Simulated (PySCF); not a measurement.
# SnH2F2 (SMILES [F][SnH2][F]) at CAM-B3LYP/def2-SVP (core potential)

What is the vertical ionisation energy of SnH2F2 at CAM-B3LYP/def2-SVP (core potential)? 

Program for the calculation: PySCF 2.14.0.

2 further runs of the same task are left out: 2 set aside as unsound or not needed.

## (1) The structure to begin with

SnH2F2: 5 atoms, total charge 0, spin state singlet. SMILES: `[F][SnH2][F]`. The shape is that of a PBE0-D4/def2-TZVP optimisation.

Bond lengths: F1–Sn2 1.909 Å, Sn2–F3 1.909 Å, Sn2–H4 1.692 Å, Sn2–H5 1.692 Å. Angles: F1–Sn2–F3 103.3°, F1–Sn2–H4 107.1°, F1–Sn2–H5 107.1°, F3–Sn2–H4 107.1°, F3–Sn2–H5 107.1°, H4–Sn2–H5 123.6°.

## (2) A single-point energy at CAM-B3LYP/def2-SVP (core potential)

Input file run.py:

```python
from pyscf import gto, dft

mol = gto.M(
    atom='''
F     -0.649121    -0.673309     3.290769
Sn     0.243586    -0.138328    -0.162894
F     -2.326631     2.098919    -1.346241
H     -0.165162    -2.923595    -1.680155
H      2.991814     1.496852    -0.179524
''',
    ecp={'Sn': 'def2-svp'},
    spin=0,
    max_memory=1860,
    charge=0,
    basis='def2-svp',
    unit='bohr',
    verbose=3,
)

mf = dft.RKS(mol, xc='cam-b3lyp')
mf.grids.level = 5
mf.conv_tol = 1e-10
mf.kernel()
if not mf.converged:
    mf = mf.newton().run(mf.mo_coeff, mf.mo_occ)

e_final = mf.e_tot
print(f'total energy: {e_final:.8f} hartree')
```

Command:

```console
OMP_NUM_THREADS=1 python run.py
```

The log of the run:

```text
converged SCF energy = -414.988580712397
total energy: -414.98858071 hartree
```

It took 11 s on 1 thread of Arm Neoverse V1, shared host; peak memory 0.33 GiB.

## (3) The doublet cation

Input file calc.py:

```python
from pyscf import gto, dft

molecule = gto.M(
    atom=[
    ('F', (-0.343500, -0.356300, 1.741400)),
    ('Sn', (0.128900, -0.073200, -0.086200)),
    ('F', (-1.231200, 1.110700, -0.712400)),
    ('H', (-0.087400, -1.547100, -0.889100)),
    ('H', (1.583200, 0.792100, -0.095000)),
],
    charge=1,
    basis='def2-svp',
    spin=1,
    ecp={'Sn': 'def2-svp'},
    verbose=4,
    max_memory=1860,
)

ks = dft.UKS(molecule, xc='cam-b3lyp')
ks.conv_tol = 1e-10
ks.grids.level = 5
ks.kernel()
if not ks.converged:
    ks = ks.newton().run(ks.mo_coeff, ks.mo_occ)

energy = ks.e_tot
print('E = %.10f Eh' % energy)
```

Command:

```console
OMP_NUM_THREADS=1 python calc.py
```

The log of the run:

```text
PySCF version 2.14.0

[INPUT] num. atoms = 5
[INPUT] num. electrons = 41
[INPUT] charge = 1
[INPUT] spin (= nelec alpha-beta = 2S) = 1
[INPUT] symmetry False subgroup None
[INPUT] Mole.unit = angstrom
[INPUT] Symbol           X                Y                Z      unit          X                Y                Z       unit  Magmom
[INPUT]  1 F     -0.343500000000  -0.356300000000   1.741400000000 AA   -0.649120923788  -0.673309418183   3.290769073318 Bohr   0.0
[INPUT]  2 Sn     0.128900000000  -0.073200000000  -0.086200000000 AA    0.243585697456  -0.138327952318  -0.162894391938 Bohr   0.0
[INPUT]  3 F     -1.231200000000   1.110700000000  -0.712400000000 AA   -2.326630804565   2.098918806554  -1.346240891140 Bohr   0.0
[INPUT]  4 H     -0.087400000000  -1.547100000000  -0.889100000000 AA   -0.165162063287  -2.923595287315  -1.680155497351 Bohr   0.0
[INPUT]  5 H      1.583200000000   0.792100000000  -0.095000000000 AA    2.991814400411   1.496852063268  -0.179523981834 Bohr   0.0

nuclear repulsion = 144.609737094107
number of shells = 28
number of NR pGTOs = 123
number of NR cGTOs = 64
basis = def2-svp
ecp = {'Sn': 'def2-svp'}

******** <class 'pyscf.dft.uks.UKS'> ********
method = UKS
initial guess = minao
damping factor = 0
level_shift factor = 0
DIIS = <class 'pyscf.scf.diis.CDIIS'>
diis_start_cycle = 1
diis_space = 8
diis_damp = 0
SCF conv_tol = 1e-10
SCF conv_tol_grad = None
SCF max_cycles = 50
direct_scf = True
direct_scf_tol = 1e-13
number electrons alpha = 21  beta = 20
XC library pyscf.dft.libxc version 7.0.0
    S. Lehtola, C. Steigemann, M. J.T. Oliveira, and M. A.L. Marques.,  SoftwareX 7, 1–5 (2018)
XC functionals = cam-b3lyp
    T. Yanai, D. P. Tew, and N. C. Handy.,  Chem. Phys. Lett. 393, 51 (2004)
radial grids:
    Treutler-Ahlrichs [JCP 102, 346 (1995); DOI:10.1063/1.469408] (M4) radial grids

becke partition: Becke, JCP 88, 2547 (1988); DOI:10.1063/1.454033
pruning grids: <function nwchem_prune>
grids dens level: 5
symmetrized grids: False
atomic radii adjust function: <function treutler_atomic_radii_adjust>
small_rho_cutoff = 0
Set gradient conv threshold to 1e-05
tot grids = 181840
init E= -391.899305352071
[... the frontier-level lines of each cycle are left out ...]


cycle= 1 E= -413.961054220345  delta_E= -22.1  |g|= 1.31  |ddm|= 4.52
cycle= 2 E= -414.378737937846  delta_E= -0.418  |g|= 0.724  |ddm|= 2.43
cycle= 3 E= -414.533789219202  delta_E= -0.155  |g|= 0.0321  |ddm|= 0.681
cycle= 4 E= -414.53463278457  delta_E= -0.000844  |g|= 0.011  |ddm|= 0.0613
cycle= 5 E= -414.534750095418  delta_E= -0.000117  |g|= 0.0133  |ddm|= 0.0223
cycle= 6 E= -414.534869731862  delta_E= -0.00012  |g|= 0.00319  |ddm|= 0.0179
cycle= 7 E= -414.534905566729  delta_E= -3.58e-05  |g|= 0.00202  |ddm|= 0.0135
cycle= 8 E= -414.53491558165  delta_E= -1e-05  |g|= 0.00155  |ddm|= 0.00736
cycle= 9 E= -414.534917819102  delta_E= -2.24e-06  |g|= 0.000682  |ddm|= 0.0025
cycle= 10 E= -414.534919002409  delta_E= -1.18e-06  |g|= 6.75e-05  |ddm|= 0.0034
cycle= 11 E= -414.534919015102  delta_E= -1.27e-08  |g|= 1.19e-05  |ddm|= 0.000346
cycle= 12 E= -414.53491901532  delta_E= -2.18e-10  |g|= 2.63e-06  |ddm|= 3.77e-05
cycle= 13 E= -414.534919015333  delta_E= -1.27e-11  |g|= 6.04e-07  |ddm|= 9.75e-06
Extra cycle  E= -414.534919015335  delta_E= -2.27e-12  |g|= 3.96e-07  |ddm|= 1.37e-06
converged SCF energy = -414.534919015335  <S^2> = 0.77276415  2S+1 = 2.0226361
E = -414.5349190153 Eh
```

It took 24 s on 1 thread of Arm Neoverse V1, shared host; peak memory 0.34 GiB.

## (4) Results

At CAM-B3LYP/def2-SVP (core potential):

| quantity | value |
| --- | --- |
| singlet SnH2F2: total energy | -414.98858 Eh |
| singlet SnH2F2: dipole moment | 3.41 D |
| singlet SnH2F2: HOMO energy | -11.04 eV |
| singlet SnH2F2: LUMO energy | 0.46 eV |
| singlet SnH2F2: HOMO–LUMO gap | 11.50 eV |
| doublet cation: total energy | -414.53492 Eh |
| doublet cation: HOMO energy (highest over α and β) | -18.14 eV |
| doublet cation: LUMO energy (lowest over α and β) | -13.63 eV |
| doublet cation: ⟨S²⟩ | 0.773 |
| vertical ionisation energy (to the doublet cation) | 12.345 eV |

In words: Removing an electron at fixed nuclei costs 12.34 eV (285 kcal/mol). The negative HOMO energy of the first species, 11.04 eV, lies 1.30 eV below that difference. Mulliken charges (singlet SnH2F2) run from -0.43 on F1 to +1.02 on Sn2; they depend strongly on the basis. Mulliken charges (doublet cation) run from -0.26 on F1 to +1.13 on Sn2.
